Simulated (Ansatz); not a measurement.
# BaBeC5: the cost of one run

Computed with Ansatz 0.2.0 (DFT PBE, scalar-relativistic, plane waves, PAW, unless a step's input says otherwise).

1 further run of the same task is left out (it didn't finish).

### Step 1. The system as given

Symmetry: P4/mmm, No. 123, tetragonal system. The conventional cell has a = 3.885 Å, b = 3.885 Å, c = 6.817 Å, α = 90.00°, β = 90.00°, γ = 90.00°. Ba (site symmetry 4/mmm) is surrounded by 8 C at 2.40 Å. Be (site symmetry 4/mmm) has 12 C at 2.75 to 2.78 Å in its first shell of neighbours. Around C (site symmetry 2mm) lie 2 Ba at 2.40 Å and 2 Be at 2.78 Å. C (site symmetry 4/mmm) is surrounded by 4 Be at 2.75 Å and 8 C at 2.78 Å.

As a file:

```
CELL_PARAMETERS angstrom
3.88452 0.00000 0.00000
0.00000 3.88452 0.00000
0.00000 0.00000 6.81687
ATOMIC_POSITIONS crystal
Ba 0.00000 0.00000 0.50000
Be 0.50000 0.50000 0.00000
C 0.00000 0.50000 0.29245
C 0.00000 0.50000 0.70755
C 0.50000 0.00000 0.29245
C 0.50000 0.00000 0.70755
C 0.00000 0.00000 0.00000
```

Recipe of the guess: species swapped into a database cell of ZnPPd5 (P4/mmm, No. 123), with Be on the Zn sites, Ba on the P sites and C on the Pd sites. Lengths come from tabulated atomic sizes and are only a guess.

### Step 2. Probe: one point on a coarse mesh

input.yaml

```yaml
crystal:
  lattice:
    - [3.8845199, 0.0, 0.0]
    - [0.0, 3.8845199, 0.0]
    - [0.0, 0.0, 6.81687197]
  atoms:
    - { symbol: Ba, position: [0.0, 0.0, 0.5] }
    - { symbol: Be, position: [0.5, 0.5, 0.0] }
    - { symbol: C, position: [0.0, 0.5, 0.29244551] }
    - { symbol: C, position: [0.0, 0.5, 0.70755449] }
    - { symbol: C, position: [0.5, 0.0, 0.29244551] }
    - { symbol: C, position: [0.5, 0.0, 0.70755449] }
    - { symbol: C, position: [0.0, 0.0, 0.0] }
basis:
  ecutwfc: 420
kpoints:
  mp_grid: { grid: [4, 4, 4] }
hamiltonian:
  xc: pbe
scf:
  occupations: { method: gaussian, width: 0.1 }
  lower_state_search: "off"
output:
  forces: true
  stress: true
  eigenvalues: true
```

Run with:

```sh
$ ansatz run input.yaml --threads 1 --pin off --max-ram 2560MiB --backend cpu --events-out ev --progress --plain --runs-dir out
```

Q: Estimate wall time and peak memory on 1 thread of Arm Neoverse N1, shared host.

About 5.1 s, with a peak of 0.35 GiB.
